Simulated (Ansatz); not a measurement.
I need a single point from an input typed as a dict of LuBr3, space group P6_3/mmc. Use Ansatz 0.2.0, Python API. Settings: r2SCAN, PAW, cutoff 600 eV, 2×2×5 k-points, tetrahedron_uncorrected smearing of 0.1 eV.

```yaml
crystal:
  lattice:
    - [10.14081, 0.00000, 0.00000]
    - [-5.07040, 8.78220, 0.00000]
    - [0.00000, 0.00000, 3.63256]
  atoms:
    - { symbol: Lu, position: [0.33333, 0.66667, 0.75000] }
    - { symbol: Lu, position: [0.66667, 0.33333, 0.25000] }
    - { symbol: Br, position: [0.21558, 0.43116, 0.25000] }
    - { symbol: Br, position: [0.56884, 0.78442, 0.25000] }
    - { symbol: Br, position: [0.21558, 0.78442, 0.25000] }
    - { symbol: Br, position: [0.78442, 0.56884, 0.75000] }
    - { symbol: Br, position: [0.43116, 0.21558, 0.75000] }
    - { symbol: Br, position: [0.78442, 0.21558, 0.75000] }
```

Script `deck_lubr3.py`:
```python
import warnings

import ansatz as az


def main() -> None:
    warnings.simplefilter('ignore', az.DeckWarning)

    settings = {
        'crystal': {
            'lattice': [[10.140809, 0.0, 0.0], [-5.070405, 8.782199, 0.0], [0.0, 0.0, 3.632564]],
            'atoms': [
                {'symbol': 'Lu', 'position': [0.333333, 0.666667, 0.75]},
                {'symbol': 'Lu', 'position': [0.666667, 0.333333, 0.25]},
                {'symbol': 'Br', 'position': [0.215582, 0.431164, 0.25]},
                {'symbol': 'Br', 'position': [0.568836, 0.784418, 0.25]},
                {'symbol': 'Br', 'position': [0.215582, 0.784418, 0.25]},
                {'symbol': 'Br', 'position': [0.784418, 0.568836, 0.75]},
                {'symbol': 'Br', 'position': [0.431164, 0.215582, 0.75]},
                {'symbol': 'Br', 'position': [0.784418, 0.215582, 0.75]},
            ],
        },
        'kpoints': {'mp_grid': {'grid': [2, 2, 5]}},
        'hamiltonian': {'xc': 'r2scan'},
        'scf': {'occupations': {'method': 'tetrahedron_uncorrected'}},
        'basis': {'ecutwfc': '600 eV'},
        'output': {'forces': True},
    }

    done = az.Session.from_dict(settings).plan().execute()
    report = done.report

    n_atoms = len(report['lattice']['sites'])
    print('F =', round(report['free_energy_ev'], 4), 'eV for', n_atoms, 'atoms')
    print('E(sigma -> 0) =', round(report['energy_sigma0_ev'], 4), 'eV, TS =', round(report['entropy_ts_ev'], 5), 'eV')
    print('closed by', report['closed_by'], 'after', report['n_iterations'], 'iterations')

    print('forces (eV/A)')
    for site, force in zip(done.lattice.sites, report['forces_ev_ang']):
        print(f'  {site.symbol:2s} {force[0]:9.4f} {force[1]:9.4f} {force[2]:9.4f}')


if __name__ == '__main__':
    main()
```

```console
$ python deck_lubr3.py
F = -46260.4634 eV for 8 atoms
E(sigma -> 0) = -46260.4634 eV, TS = 0.0 eV
closed by deck_thresholds after 8 iterations
forces (eV/A)
  Lu    0.0000   -0.0000   -0.0000
  Lu   -0.0000    0.0000    0.0000
  Br    0.0000   -0.1197    0.0000
  Br    0.1036    0.0598    0.0000
  Br   -0.1036    0.0598   -0.0000
  Br   -0.0000    0.1197   -0.0000
  Br   -0.1036   -0.0598   -0.0000
  Br    0.1036   -0.0598    0.0000
```

Notes:
- The settings weren't tested for convergence.
- The structure comes from a database of computed cells and needn't be a stable or known phase.
- Wall time of the script: 19 s on 1 thread of Arm Neoverse V2 (shared host), peak memory 1.8 GiB.

(Lines on the test bed's own set-up are left out of the output.)
